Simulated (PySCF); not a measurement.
**[Tm(H2O)]3+: other functionals and bases at one geometry**

How far do other levels of theory move the description of [Tm(H2O)]3+, and what does each cost? The structure is generated, not taken from experiment.

Program: PySCF 2.14.0. Level of theory: several levels, as the steps say, no spin–orbit coupling. These are calculated values, not measurements.

3 further runs of the same task are left out: 2 for a known fault of the program, 1 set aside as unsound or not needed.

### Step 1. Where the work starts

4 atoms, charge 3, spin multiplicity 1.

Bond lengths: Tm1–O2 2.141 Å, O2–H3 1.007 Å, O2–H4 1.007 Å. Angles: Tm1–O2–H3 129.0°, Tm1–O2–H4 129.0°, H3–O2–H4 101.9°.

Coordinates:

| atom | x (Å) | y (Å) | z (Å) |
| --- | --- | --- | --- |
| Tm1 | 0.0000 | 0.0000 | -0.0590 |
| O2 | 0.0000 | 0.0000 | 2.0820 |
| H3 | 0.7821 | 0.0000 | 2.7164 |
| H4 | -0.7821 | 0.0000 | 2.7164 |

Formal oxidation states: Tm +3. Each metal's 12 4f electrons lie in its core potential, so multiplicities, spins and levels count the valence alone. An earlier session relaxed this geometry at r2SCAN, Tm lcecp-1-SVP with ECP58, O def2-SVP, H def2-SVP (singlet, point group C2v).

At r2SCAN on the finer grid: E = -113.807466 Eh, HOMO -27.07 eV, LUMO -21.09 eV, Mulliken charge on Tm1 +2.54 e, largest force component 0.005 eV/Å. 

Levels to run: PBE0; TPSS; BLYP; BP86; r2SCAN, TZVP. Hardware: 2 threads of Arm Neoverse V1, shared host.

### Step 2. PBE0

run.py (the lines that set the calculation)

```python
mol = gto.M(atom='''
Tm     0.00000     0.00000    -0.05896
O      0.00000     0.00000     2.08199
H      0.78212     0.00000     2.71639
H     -0.78212     0.00000     2.71639''',
    basis={'Tm': 'lcecp-1-SVP', 'O': 'def2-SVP', 'H': 'def2-SVP'},
    ecp={'Tm': 'lcecp-1-SVP'},
    charge=3, spin=0)
mf = dft.RKS(mol, xc='PBE0')
mf.grids.atom_grid = (75, 302)  # f atoms: unpruned, at least (60, 302)
mf = mf.density_fit()  # fitting sets: Tm AutoAux, O def2-universal-JKFIT, H def2-universal-JKFIT
mf.conv_tol = 1e-08; mf.max_cycle = 55
mf.kernel(dm0)  # dm0: the density of the relaxed state
```

Launch:

```console
> OMP_NUM_THREADS=2 python run.py
```

### Step 3. TPSS

Changes to run.py (the lines that set the calculation) since step 2:

```diff
@@ -8,3 +8,3 @@
     charge=3, spin=0)
-mf = dft.RKS(mol, xc='PBE0')
+mf = dft.RKS(mol, xc='TPSS')
 mf.grids.atom_grid = (75, 302)  # f atoms: unpruned, at least (60, 302)
```

### Step 4. BLYP

Changes to run.py (the lines that set the calculation) since step 3:

```diff
@@ -8,3 +8,3 @@
     charge=3, spin=0)
-mf = dft.RKS(mol, xc='TPSS')
+mf = dft.RKS(mol, xc='BLYP')
 mf.grids.atom_grid = (75, 302)  # f atoms: unpruned, at least (60, 302)
```

### Step 5. BP86

Changes to run.py (the lines that set the calculation) since step 4:

```diff
@@ -8,3 +8,3 @@
     charge=3, spin=0)
-mf = dft.RKS(mol, xc='BLYP')
+mf = dft.RKS(mol, xc='B88,P86')
 mf.grids.atom_grid = (75, 302)  # f atoms: unpruned, at least (60, 302)
```

### Step 6. r2SCAN, TZVP

Basis: Tm lcecp-1-TZVP with ECP58, O def2-TZVP, H def2-TZVP. 

run.py (the lines that set the calculation)

```python
mol = gto.M(atom='''
Tm     0.00000     0.00000    -0.05896
O      0.00000     0.00000     2.08199
H      0.78212     0.00000     2.71639
H     -0.78212     0.00000     2.71639''',
    basis={'Tm': 'lcecp-1-TZVP', 'O': 'def2-TZVP', 'H': 'def2-TZVP'},
    ecp={'Tm': 'lcecp-1-TZVP'},
    charge=3, spin=0)
mf = dft.RKS(mol, xc='R2SCAN')
mf.grids.atom_grid = (75, 302)  # f atoms: unpruned, at least (60, 302)
mf = mf.density_fit()  # fitting sets: Tm AutoAux, O def2-universal-JKFIT, H def2-universal-JKFIT
mf.conv_tol = 1e-08; mf.max_cycle = 55
mf.kernel(dm0)  # dm0: free metal ions and neutral atoms
```

What does the calculation give? Wanted: for each run, HOMO; gap; charge on Tm1; dipole; largest force.

**Answer**, as computed:

| level | state | HOMO (eV) | gap (eV) | charge on Tm1 (e) | dipole (D) | largest force (eV/Å) | basis functions | time |
| --- | --- | --- | --- | --- | --- | --- | --- | --- |
| r2SCAN (relaxed here) | singlet | -27.07 | 5.98 | 2.54 | 3.49 | 0.01 | 57 | 8.3 s |
| PBE0 | singlet | -28.46 | 7.66 | 2.54 | 3.44 | 0.13 | 57 | 2.3 s |
| TPSS | singlet | -26.85 | 5.21 | 2.50 | 3.69 | 0.29 | 57 | 3.9 s |
| BLYP | singlet | -26.73 | 4.76 | 2.47 | 3.83 | 0.41 | 57 | 2.5 s |
| BP86 | singlet | -26.94 | 5.12 | 2.48 | 3.78 | 0.49 | 57 | 1.8 s |
| r2SCAN, TZVP | singlet | -27.03 | 5.82 | 2.63 | 3.57 | 0.36 | 90 | 7.9 s |

Times are on 2 threads of Arm Neoverse V1, shared host; the first row also made further properties. The dipole of a charged species depends on the origin, so these sizes hold for this origin alone.

In one basis the HOMO–LUMO gap runs from 4.76 eV (BLYP) to 7.66 eV (PBE0). The largest leftover force, 0.49 eV/Å with BP86, stands at a geometry relaxed at another level. The Mulliken charge on Tm spans +2.47 to +2.63 e over the levels. With 4f in the core, its levels are missing from HOMO and gap. Total energies of different levels can't be compared. Spin–orbit coupling is left out throughout.
